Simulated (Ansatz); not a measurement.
Relaxation of a periodic cell of 33 atoms, Al32O (host Al, host structure fcc, interstitial O), to a largest force component of 0.03 eV/Å in at most 60 steps.

Method: DFT LDA, scalar-relativistic, plane waves, PAW (Ansatz). Settings: cutoff 420 eV, k mesh 2x2x2, fermi-dirac smearing 0.05 eV, no spin polarisation.

```xyz
33
Lattice="8.1000 0.0000 0.0000 0.0000 8.1000 0.0000 0.0000 0.0000 8.1000" Properties=species:S:1:pos:R:3:forces:R:3
Al 4.050 0.000 0.000 -0.05 -0.05 0.05
Al 6.075 2.025 0.000 0.00 0.00 0.09
Al 6.075 0.000 2.025 0.01 0.23 0.00
Al 0.000 0.000 0.000 0.02 -0.01 0.02
Al 2.025 2.025 0.000 0.00 0.01 -0.23
Al 4.050 4.050 0.000 -0.03 0.03 0.03
Al 6.075 6.075 0.000 0.01 0.00 -0.23
Al 2.025 0.000 2.025 0.05 0.93 -0.01
Al 4.050 2.025 2.025 0.23 0.01 0.00
Al 6.075 4.050 2.025 0.01 -0.23 0.00
Al 4.050 0.000 4.050 -0.04 -0.04 -0.05
Al 6.075 2.025 4.050 0.00 0.00 -0.09
Al 6.075 0.000 6.075 0.01 -0.08 0.00
Al 0.000 4.050 0.000 0.00 -0.01 -0.01
Al 2.025 6.075 0.000 0.05 0.03 -0.95
Al 0.000 2.025 2.025 -0.24 0.01 0.00
Al 2.025 4.050 2.025 0.05 -1.02 -0.01
Al 4.050 6.075 2.025 0.92 0.03 -0.01
Al 0.000 0.000 4.050 0.02 -0.01 -0.01
Al 2.025 2.025 4.050 0.00 0.01 0.23
Al 4.050 4.050 4.050 -0.02 0.03 -0.03
Al 6.075 6.075 4.050 0.01 0.00 0.23
Al 2.025 0.000 6.075 0.00 0.23 0.00
Al 4.050 2.025 6.075 -0.07 0.00 0.00
Al 6.075 4.050 6.075 0.00 0.10 0.00
Al 0.000 6.075 2.025 -1.07 0.04 -0.01
Al 0.000 4.050 4.050 -0.01 -0.01 0.02
Al 2.025 6.075 4.050 0.05 0.03 0.97
Al 0.000 2.025 6.075 0.10 0.00 0.00
Al 2.025 4.050 6.075 0.00 -0.24 0.00
Al 4.050 6.075 6.075 0.23 0.00 0.00
Al 0.000 6.075 6.075 -0.24 0.00 0.00
O 1.972 6.040 2.034 -0.01 -0.01 0.00
```

Q: Where does it end, and by what steps?

A: It converged. Limits of this set-up: coarse k mesh, a small cell, in which the defect meets its images, a typed lattice constant that wasn't relaxed here. After 13 steps the energy has fallen by 2.058 eV; O33 moved furthest, 1.65 Å. Parted: Al8–O33 (2.06 → 3.40 Å), Al15–O33 (2.03 → 3.40 Å), Al18–O33 (2.08 → 3.40 Å). Joined: Al27–O33 (3.45 → 1.90 Å).

| step | energy less start (eV) | largest force component (eV/Å) | accepted |
| --- | --- | --- | --- |
| 0 | 0.0000 | 1.066 | yes |
| 1 | -0.2644 | 0.528 | yes |
| 2 | -0.3453 | 0.219 | yes |
| 3 | -0.4440 | 0.751 | yes |
| 4 | -0.6697 | 0.752 | yes |
| 5 | -0.8797 | 0.608 | yes |
| 6 | -1.0605 | 0.617 | yes |
| 7 | -1.2340 | 0.790 | yes |
| 8 | -1.3897 | 1.093 | yes |
| 9 | -1.6228 | 1.018 | yes |
| 10 | -1.8708 | 0.519 | yes |
| 11 | -2.0556 | 0.040 | yes |
| 12 | -2.0556 | 0.040 | yes |
| 13 | -2.0584 | 0.009 | yes |

```xyz
33
Lattice="8.1000 0.0000 0.0000 0.0000 8.1000 0.0000 0.0000 0.0000 8.1000" Properties=species:S:1:pos:R:3
Al 4.086 0.037 -0.037
Al 6.097 2.047 -0.035
Al 6.063 0.071 2.001
Al 0.034 0.070 -0.071
Al 2.049 2.013 -0.072
Al 4.119 4.084 -0.071
Al 6.063 6.100 -0.072
Al 2.070 0.065 1.978
Al 4.120 2.013 2.001
Al 6.068 4.064 1.979
Al 4.120 0.071 4.015
Al 6.063 2.014 4.014
Al 6.097 0.038 6.051
Al 0.013 4.064 -0.066
Al 2.070 6.120 -0.067
Al 0.014 2.019 1.979
Al 2.139 3.993 1.910
Al 4.114 6.121 1.978
Al 0.014 0.065 4.035
Al 2.069 2.020 4.036
Al 4.114 4.065 4.035
Al 6.069 6.120 4.036
Al 2.049 0.071 6.087
Al 4.088 2.048 6.051
Al 6.062 4.085 6.086
Al -0.057 6.189 1.909
Al -0.056 3.995 4.105
Al 2.140 6.191 4.104
Al 0.034 2.013 6.086
Al 2.070 4.064 6.078
Al 4.120 6.099 6.087
Al 0.014 6.121 6.079
O 1.042 5.092 3.007
```

Whether the end is a true minimum wasn't checked by a vibrational analysis.

Time of the run: 75 s on 2 threads of Intel(R) Xeon(R) CPU @ 2.60GHz (Ice Lake), with other jobs on the host, peak memory 1 GiB.
